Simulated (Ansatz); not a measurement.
# Zn2C: a single-point run

Wanted: a converged single-point run for Zn2C, and a check of what comes out. The structure is shown as the input types it. The cell is built on a prototype (antifluorite) and needn't be the phase found in nature.

Program: Ansatz 0.2.0. Level of theory: density functional or hybrid calculation with the settings of its input, plane waves (as first typed). These are calculated values, not measurements.

10 further runs of the same task are left out: 2 for a known fault of the program, 7 that didn't finish, 1 set aside as unsound or not needed.

**1. The system as given**

The structure is cubic, space group Fm-3m (No. 225). Conventional cell: a = 5.156 Å, b = 5.156 Å, c = 5.156 Å, α = 90.00°, β = 90.00°, γ = 90.00°. C (site symmetry m-3m) has 8 Zn at 2.23 Å as nearest neighbours. Zn (site symmetry -43m) is surrounded by 4 C at 2.23 Å.

As a file:

```
CELL_PARAMETERS angstrom
0.00000 2.57795 2.57795
2.57795 0.00000 2.57795
2.57795 2.57795 0.00000
ATOMIC_POSITIONS crystal
C 0.00000 0.00000 0.00000
Zn 0.25000 0.25000 0.25000
Zn 0.75000 0.75000 0.75000
```

**2. Running it**

File input.yaml:

```yaml
crystal:
  lattice:
    - [0.0, 2.5779490272, 2.5779490272]
    - [2.5779490272, 0.0, 2.5779490272]
    - [2.5779490272, 2.5779490272, 0.0]
  atoms:
    - { symbol: C, position: [0.0, 0.0, 0.0] }
    - { symbol: Zn, position: [0.25, 0.25, 0.25] }
    - { symbol: Zn, position: [0.75, 0.75, 0.75] }
kpoints:
  mp_grid: { grid: [6, 6, 6] }
hamiltonian:
  xc: r2scan
scf:
  occupations: { method: gaussian, width: 1.5 }
  n_extra_bands: 4
output:
  forces: true
  stress: true
  eigenvalues: true
```

Launch:

```
$ ansatz run input.yaml --threads 4 --pin off --max-ram 3686MiB --backend cpu --events-out ev --progress --plain --runs-dir out
```

Q: Will this input give a usable result? If not, why, and what should change?

The run converged and reported no error. That alone doesn't make the input a sound one.

The suspect setting: scf.occupations.method is gaussian; scf.occupations.width is 1.5. Occupations are smeared over electronvolts, wider than many features of the bands.

The test: set scf.occupations.method to fermi_dirac and scf.occupations.width to 0.02.
